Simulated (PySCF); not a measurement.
# How the numerical set-up moves the result for CaAl

Aim: see how much the energy and properties of CaAl depend on the numerical set-up.

Program: PySCF 2.14.0. Level of theory: method and basis as typed in the scripts. These are calculated values, not measurements.

2 further runs of the same task are left out: 2 that didn't finish.

**1. The system as given**

CaAl: 2 atoms, charge 0, spin multiplicity 2.

Bond lengths: Ca1–Al2 2.785 Å.

**2. The base run**

File input.py:

```python
from pyscf import gto, scf, cc

mol = gto.M(
    atom='Ca 0 0 0; Al 0 0 2.785',
    basis='ano-rcc-vdzp',
    charge=0,
    spin=1,
    verbose=3,
)
mf = scf.ROHF(mol)
mf = mf.sfx2c1e()
mf.kernel()
mycc = cc.CCSD(mf, frozen=10)
mycc.kernel()
e = mycc.ipccsd(nroots=8)[0]
print('roots (eV) =', (e*27.211386).round(3))
mf.dip_moment()
print('orbital energies (hartree):', mf.mo_energy[..., max(0, mol.nelec[1]-3):mol.nelec[0]+3].round(4))
```

Launch:

```console
$ OMP_NUM_THREADS=1 python input.py
```

Its log is not repeated here.

Base result: E(SCF) = -921.910770 Eh, E(CCSD) − E(SCF) = -0.26700 Eh, μ = 1.13 D, ionisation roots 5.259, 5.750, 5.904, 6.744, 6.779 eV.

The bond length is a typed value, not an optimised one.

**3. Density fitting weigend**

Edit 1 changes density fitting: none → weigend.

File input.py:

```python
from pyscf import gto, scf, cc

mol = gto.M(
    atom='Ca 0 0 0; Al 0 0 2.785',
    basis='ano-rcc-vdzp',
    charge=0,
    spin=1,
    verbose=3,
)
mf = scf.ROHF(mol)
mf = mf.sfx2c1e()
mf = mf.density_fit(auxbasis='weigend')
mf.kernel()
mycc = cc.CCSD(mf, frozen=10)
mycc.kernel()
e = mycc.ipccsd(nroots=8)[0]
print('roots (eV) =', (e*27.211386).round(3))
mf.dip_moment()
print('orbital energies (hartree):', mf.mo_energy[..., max(0, mol.nelec[1]-3):mol.nelec[0]+3].round(4))
```

Launch:

```console
$ OMP_NUM_THREADS=1 python input.py
```

**4. Density fitting def2-universal-jkfit**

Edit 2 changes density fitting: none → def2-universal-jkfit.

input.py: that of step 2 with these lines changed.

```diff
@@ -11,2 +11,3 @@
 mf = mf.sfx2c1e()
+mf = mf.density_fit(auxbasis='def2-universal-jkfit')
 mf.kernel()
```

Before running it: what results should come out? Wanted: for each run, E(SCF); from base; SCF dipole; after the SCF.

As calculated:

```tsv
run	E(SCF) (hartree)	from base (eV)	SCF dipole (D)	functions	after the SCF
base	-921.910770	0	1.13	40	CCSD correlation -7.265 eV, core frozen, first root 5.26 eV
density fitting weigend	-915.981308	+161.3489	0.81	40	CCSD correlation -7.366 eV, core frozen, first root 5.22 eV
density fitting def2-universal-jkfit	-921.910865	-0.0026	1.13	40	CCSD correlation -7.265 eV, core frozen, first root 5.26 eV
```

In words: Of the runs whose energies can be compared, “density fitting weigend” moves the SCF energy most (+161.349 eV).
